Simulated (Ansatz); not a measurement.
# BrCl2GeH (built from SMILES Br.[Cl][Ge][Cl]): a barrier at many levels of theory

How high is the barrier of this step (Ge1–Br5 formed, Cl2–H4 formed, Ge1–Cl2 broken, H4–Br5 broken), and how far do cheaper methods land from CCSD(T)?

Computed with Ansatz 0.2.0, Gaussian basis. Level: single points in def2-TZVPP on PBE0-D4/def2-TZVP structures.

Levels: SPW92, PBE-D4, BLYP-D4, r2SCAN-D4, B97M-V, PBE0-D4, B3LYP-D4, r2SCAN0-D4, BHLYP-D4, CAM-B3LYP-D4, wB97X-V, wB97M-V, B2PLYP, PBE-QIDH, RPA on PBE, Hartree-Fock, MP2, CCSD, CCSD(T). The reference is CCSD(T) at the basis limit, from triple and quadruple zeta. Zero-point energies come from PBE0-D4 vibrations.

Correlated methods freeze the cores. Filled d shells of the heavier atoms are correlated. B3LYP uses VWN-RPA correlation. B2PLYP carries no dispersion term here.

23 further runs of the same task are left out: 23 set aside as unsound or not needed.

## Step 1: The three structures

Charge 0, multiplicity 1. The folders r, ts and p hold the start, the saddle and the end; their coordinates stand in the first inputs.

| pair | r (Å) | ts (Å) | p (Å) |
| --- | --- | --- | --- |
| Ge1–Br5 | 3.109 | 2.682 | 2.393 |
| Cl2–H4 | 2.836 | 1.637 | 1.290 |
| Ge1–Cl2 | 2.217 | 2.423 | 2.962 |
| H4–Br5 | 1.426 | 1.633 | 2.700 |

## Step 2: wB97M-V/def2-TZVPP

Contents of r/in.yaml:

```yaml
crystal:
  periodic: [false, false, false]
  atoms:
    - {symbol: Ge, position_ang: [1.231161, -0.061872, -0.752230]}
    - {symbol: Cl, position_ang: [1.274784, -0.001179, 1.463502]}
    - {symbol: Cl, position_ang: [0.420135, -2.079081, -1.029895]}
    - {symbol: H, position_ang: [-1.336545, 0.916673, 0.843822]}
    - {symbol: Br, position_ang: [-1.589534, 1.225459, -0.525301]}
basis:
  gaussian: {orbitals: def2-TZVPP}
hamiltonian: {xc: {name: wB97M-V}}
```

Contents of ts/in.yaml:

```yaml
crystal:
  periodic: [false, false, false]
  atoms:
    - {symbol: Ge, position_ang: [0.962896, 0.057005, -0.846883]}
    - {symbol: Cl, position_ang: [0.755036, 0.189955, 1.563696]}
    - {symbol: Cl, position_ang: [0.388112, -2.036523, -1.057554]}
    - {symbol: H, position_ang: [-0.609783, 0.722252, 0.833970]}
    - {symbol: Br, position_ang: [-1.496261, 1.067311, -0.493330]}
basis:
  gaussian: {orbitals: def2-TZVPP}
hamiltonian: {xc: {name: wB97M-V}}
```

Contents of p/in.yaml:

```yaml
crystal:
  periodic: [false, false, false]
  atoms:
    - {symbol: Ge, position_ang: [0.790050, 0.103730, -1.149598]}
    - {symbol: Cl, position_ang: [0.754988, 0.298012, 1.806148]}
    - {symbol: Cl, position_ang: [0.330656, -2.033752, -1.149293]}
    - {symbol: H, position_ang: [-0.445794, 0.648193, 1.492347]}
    - {symbol: Br, position_ang: [-1.429899, 0.983817, -0.999705]}
basis:
  gaussian: {orbitals: def2-TZVPP}
hamiltonian: {xc: {name: wB97M-V}}
```

No record of the launch command was kept for these runs.

Further steps of the session: CCSD(T)/def2-TZVPP; MP2/def2-QZVPP; Vibrations of the start structure; Vibrations of the end structure.

What does the calculation give? Wanted: barrier, CCSD(T)/CBS; reverse barrier, CCSD(T)/CBS; step energy, CCSD(T)/CBS; barrier with zero-point energy; step energy with zero-point energy; imaginary mode at the saddle; largest T1 diagnostic.

As calculated:

```
                          quantity        value
              barrier, CCSD(T)/CBS  30.6 kJ/mol
      reverse barrier, CCSD(T)/CBS  38.2 kJ/mol
          step energy, CCSD(T)/CBS  -7.6 kJ/mol
    barrier with zero-point energy  26.1 kJ/mol
step energy with zero-point energy  -5.9 kJ/mol
      imaginary mode at the saddle    285i cm⁻¹
             largest T1 diagnostic        0.011
```

CAM-B3LYP-D4 is the best functional here (+0.3 kJ/mol from CCSD(T)/CBS); SPW92 is the worst (-47.7 kJ/mol). Mean unsigned error by rung: LDA 47.7, GGA 23.3, meta-GGA 11.5, hybrid 11.2, range-separated hybrid 1.6, double hybrid 5.4 kJ/mol. PBE-D4 gives a barrier 29.3 kJ/mol too low, outside chemical accuracy (1 kcal/mol, 4.2 kJ/mol). The barrier rises with the share of exact exchange, from BLYP-D4 through B3LYP-D4 to BHLYP-D4 (-17.3, -8.2, +7.4 kJ/mol). Hartree-Fock, with no correlation, is off by +46.0 kJ/mol. Zero-point motion lowers the barrier by 4.5 kJ/mol.
